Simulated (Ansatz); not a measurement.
# MnSb (P6_3/mmc): magnetic orders compared

One table from this session's results is given with a row withheld; the runs are named, their logs left out.

Program: Ansatz 0.2.0. Level of theory: DFT r²SCAN, scalar-relativistic, plane waves, PAW. These are calculated values, not measurements.

### The structure to begin with

Symmetry: P6_3/mmc, No. 194, hexagonal system. The conventional cell has a = 4.149 Å, b = 4.149 Å, c = 5.807 Å, α = 90.00°, β = 90.00°, γ = 120.00°. Around Mn (site symmetry -3m) lie 6 Sb at 2.80 Å and 2 Mn at 2.90 Å. Sb (site symmetry -6m2) has 6 Mn at 2.80 Å as nearest neighbours.

Coordinates:

```xyz
4
Lattice="4.1487 0.0000 0.0000 -2.0744 3.5929 0.0000 0.0000 0.0000 5.8068" Properties=species:S:1:pos:R:3 pbc="T T T"
Mn    0.0000    0.0000    0.0000
Mn    0.0000    0.0000    2.9034
Sb    0.0000    2.3953    1.4517
Sb    2.0744    1.1976    4.3551
```

An earlier run at r²SCAN left this cell at 21.639 Å³/atom and -0.02 GPa (12×12×8 mesh).

Set-up of the first run:

Contents of input.yaml:

```yaml
crystal:
  lattice:
    - [4.1487275344, 0.0, 0.0]
    - [-2.0743637672, 3.5929034382, 0.0]
    - [0.0, 0.0, 5.8067988331]
  atoms:
    - { symbol: Mn, position: [0.0, 0.0, 0.0], spin: 3.5 }
    - { symbol: Mn, position: [0.0, 0.0, 0.5], spin: -3.5 }
    - { symbol: Sb, position: [0.3333333333, 0.6666666667, 0.25] }
    - { symbol: Sb, position: [0.6666666667, 0.3333333333, 0.75] }
basis:
  ecutwfc: 500
  ecutrho_ratio: 4
kpoints:
  mp_grid: { grid: [12, 12, 8] }
hamiltonian:
  xc: r2scan
scf:
  occupations: { method: gaussian, width: 0.05 }
  lower_state_search: "off"
output:
  forces: true
  stress: true
  eigenvalues: true
  populations: true
magnetization:
  spin_polarized: true
```

Launch:

```
ansatz run input.yaml --threads 2 --pin off --max-ram 5120MiB --backend cpu --events-out ev --progress --plain --runs-dir out
```

Among the steps run: Antiferromagnetic, in the cell as typed; Ferromagnetic, larger cell; Antiferromagnetic, propagation vector (0, 0, 1/2); No spin polarisation.

One table of the session follows, with a row left open; its other results are not shown here.

| order | above the lowest (meV/atom) | largest moment (μB) | pressure (GPa) |
| --- | --- | --- | --- |
| ferromagnetic | 0.0 | 3.89 | 0.0 |
| antiferromagnetic, in the cell as typed | ? | ? | ? |
| antiferromagnetic, propagation vector (0, 0, 1/2) | 41.4 | 3.88 | -0.4 |
| no spin polarisation | 1054.8 | 0.00 | -18.4 |

Estimate the missing values for antiferromagnetic, in the cell as typed.

As computed: above the lowest (meV/atom): 82.8; largest moment (μB): 3.85; pressure (GPa): -0.6. In the column «above the lowest (meV/atom)» it lies between antiferromagnetic, propagation vector (0, 0, 1/2) (41.4) and no spin polarisation (1054.8).

The first row is the run of the earlier session that started with parallel moments (-5201.7971 eV/atom).

Caveats from the session: Only these orders were tried, at zero temperature; the one found in experiment may not be among them. Warnings in the runs' records: stability check not made.
